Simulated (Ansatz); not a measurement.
# NbB2: further runs on the relaxed cell

An exercise on one series of results from a longer session: the logs are not shown, and one member is left open.

The COD entry's cell or inner coordinates are ideal or old and differ from later refinements, so a difference from it is no clean test against experiment.

Computed with Ansatz 0.2.0 (DFT r2SCAN, scalar-relativistic, plane waves, PAW, unless a step's input says otherwise).

1 further run of the same task is left out (set aside as unsound or not needed).

### Starting point

Symmetry: P6/mmm, No. 191, hexagonal system. The conventional cell has a = 3.103 Å, b = 3.103 Å, c = 3.321 Å, α = 90.00°, β = 90.00°, γ = 120.00°. Around Nb (site symmetry 6/mmm) lie 12 B at 2.44 Å. B (site symmetry -6m2) is surrounded by 3 B at 1.79 Å and 6 Nb at 2.44 Å.

Coordinates:

```
CELL_PARAMETERS angstrom
3.10322 0.00000 0.00000
-1.55161 2.68747 0.00000
0.00000 0.00000 3.32093
ATOMIC_POSITIONS crystal
Nb 0.00000 0.00000 0.00000
B 0.33333 0.66667 0.50000
B 0.66667 0.33333 0.50000
```

This cell was relaxed beforehand with the same method: volume 9.23 Å³/atom, gap on the mesh none (metal).

Set-up of the first run:

Contents of input.yaml:

```yaml
crystal:
  lattice:
    - [3.1032220681, 0.0, 0.0]
    - [-1.551611034, 2.6874691446, 0.0]
    - [0.0, 0.0, 3.3209281623]
  atoms:
    - { symbol: Nb, position: [0.0, 0.0, 0.0] }
    - { symbol: B, position: [0.3333333333, 0.6666666667, 0.5] }
    - { symbol: B, position: [0.6666666667, 0.3333333333, 0.5] }
basis:
  ecutwfc: 500
kpoints:
  mp_grid: { grid: [18, 18, 12] }
  band_path:
    path:
      - [[0.0, 0.0, 0.0], [0.5, 0.0, 0.0], [0.33333333, 0.33333333, 0.0], [0.0, 0.0, 0.0], [0.0, 0.0, 0.5], [0.5, 0.0, 0.5], [0.33333333, 0.33333333, 0.5], [0.0, 0.0, 0.5]]
      - [[0.5, 0.0, 0.5], [0.5, 0.0, 0.0]]
      - [[0.33333333, 0.33333333, 0.5], [0.33333333, 0.33333333, 0.0]]
    npoints: 14
hamiltonian:
  xc: r2scan
scf:
  occupations: { method: gaussian, width: 0.1 }
  n_extra_bands: 7
output:
  forces: true
  stress: true
  eigenvalues: true
  populations: true
  dos: { projected: true, de: 0.02, nscf_kmesh: { grid: [27, 27, 18] } }
  bader: true
```

The run is started by

```console
ansatz run input.yaml --threads 1 --pin off --max-ram 2560MiB --backend cpu --events-out ev --progress --plain --runs-dir out
```

Steps of the session up to this table: Static run: bands, density of states and charges; Back to the database's cell; Point at V/V0 = 0.97; Volume × 1.03; The cell scaled to 0.94 of its volume; The cell scaled to 1.06 of its volume; Volume × 0.91; Volume × 1.10; The cell scaled to 0.88 of its volume.

One of the session's tables, all rows but one given; the rest of the session is left out.

| volume (Å³/atom) | energy above the lowest point (meV/atom) | pressure (GPa) |
| --- | --- | --- |
| 8.124 | 151.0 | 48.65 |
| 8.401 | ? | ? |
| 8.678 | 33.8 | 20.63 |
| 8.955 | 8.0 | 9.53 |
| 9.232 | 0.0 | -0.01 |
| 9.509 | 7.3 | -8.20 |
| 9.786 | 27.8 | -15.24 |
| 10.155 | 72.3 | -23.09 |

**Question.** Estimate the row for volume (Å³/atom) = 8.401.

Worked estimate for «energy above the lowest point (meV/atom)». A straight line through the neighbours (8.124, 151.0) and (8.678, 33.8) gives 151.0 + (33.8 − 151.0) × (8.401 − 8.124) / (8.678 − 8.124) = 92.4; a parabola fitted to 3 rows on both sides gives 81.5.

As computed: energy above the lowest point (meV/atom): 80.3; pressure (GPa): 33.57. In «energy above the lowest point (meV/atom)» the line misses by +12.1 and the parabola by +1.2.
